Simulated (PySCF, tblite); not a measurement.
# C2H12GeOSi4: geometry, infrared bands and NMR shifts

Wanted: the infrared bands and NMR shifts of C2H12GeOSi4 (`C#C[SiH2][Si@]([SiH3])([GeH3])O[SiH3]`), by calculation.

Programs: tblite 0.8.0 and PySCF 2.14.0, with density-fitted response routines of our own. Each step states its level of theory. These are calculated values for one molecule in the gas phase, unless marked as measured. Atoms count from 0, in the outputs and in this text.

## 1. The starting structure

20 atoms, charge 0, multiplicity 1; geometry from: force field or distance geometry start.

Bonds of the start (Å): C0–C1 1.21, C1–Si2 1.81, Si2–Si3 2.26, Si3–Si4 2.21, Si3–Ge5 2.32, Si3–O6 1.73, O6–Si7 1.73, C0–H8 1.06, Si2–H9 1.46, Si2–H10 1.47, Si4–H11 1.47, Si4–H12 1.47, Si4–H13 1.48, Ge5–H14 1.55, Ge5–H15 1.56, Ge5–H16 1.54, Si7–H17 1.48, Si7–H18 1.47, Si7–H19 1.47.

## 2. Relaxing the molecule with GFN2-xTB

What the job is given:

```
{"job": {"kind": "relax", "xc": "GFN2-xTB", "basis": "xTB"}, "charge": 0, "multiplicity": 1}
C      3.336800     1.143300     1.393400
C      2.517200     0.290600     1.135100
Si     1.312900    -1.007500     0.767600
Si    -0.267500    -0.129900    -0.585000
Si     0.796400     0.743700    -2.318900
Ge    -1.356800     1.602700     0.505600
O     -1.355100    -1.333700    -1.184400
Si    -2.280600    -1.944300     0.138900
H      4.040800     1.898700     1.614000
H      1.964100    -2.122100     0.082000
H      0.691600    -1.476400     2.014500
H      1.737800     1.763700    -1.847800
H     -0.188100     1.362700    -3.222200
H      1.536500    -0.314800    -3.035400
H     -1.961500     1.097700     1.840500
H     -0.326600     2.723600     0.825600
H     -2.472500     2.159800    -0.403400
H     -3.131000    -3.053800    -0.357300
H     -3.179200    -0.905500     0.673100
H     -1.420300    -2.488100     1.201600
```

Command:

```sh
OMP_NUM_THREADS=1 python probes_run.py task.json out
```

One launch serves the whole session: the jobs run in the order shown.

**Question.** This job is followed by: GFN2-xTB harmonic vibrations, gas phase; GIAO PBE0/pcSseg-1 NMR shielding, non-relativistic, gas phase. What will the session give for the following? strongest single infrared mode (GFN2-xTB); zero-point energy (GFN2-xTB); 13C shifts against TMS (PBE0/pcSseg-1); 1H shifts against TMS (PBE0/pcSseg-1, means over atoms taken as alike); 29Si shifts against TMS (PBE0/pcSseg-1); 73Ge shifts against GeMe4 (PBE0/pcSseg-1); 17O shifts against H2O (PBE0/pcSseg-1).

**Answer**, as computed:

| quantity | value |
| --- | --- |
| strongest single infrared mode (GFN2-xTB) | 804 cm⁻¹, 881 km/mol |
| zero-point energy (GFN2-xTB) | 68.0 kcal/mol |
| 13C shifts against TMS (PBE0/pcSseg-1) | 107.6, 82.5 ppm |
| 1H shifts against TMS (PBE0/pcSseg-1, means over atoms taken as alike) | 4.91, 4.79, 4.69, 3.74, 3.48, 1.90 ppm |
| 29Si shifts against TMS (PBE0/pcSseg-1) | 2.1, -40.3, -99.6, -110.2 ppm |
| 73Ge shifts against GeMe4 (PBE0/pcSseg-1) | -378 ppm |
| 17O shifts against H2O (PBE0/pcSseg-1) | -6.4 ppm |

What this shows: Relaxing lowered the energy by 1.146 eV in 96 steps; the close pair that moved most is Si3–Si4, from 2.214 to 2.331 Å. No mode is imaginary among the 54: a minimum at this level. The strongest single mode, at 804 cm⁻¹, is spread over several atoms, H14, H15, H16, H19 among them. GFN2-xTB is a fitted tight-binding method: band positions and strengths are rough. Its intensities can rank the bands wrongly. At PBE0/pcSseg-1: The widest tensor belongs to C1: span 279 ppm, with a paramagnetic part of -156 ppm. Spin-orbit coupling is left out, which matters for shieldings and couplings at and beside the heavy atoms.
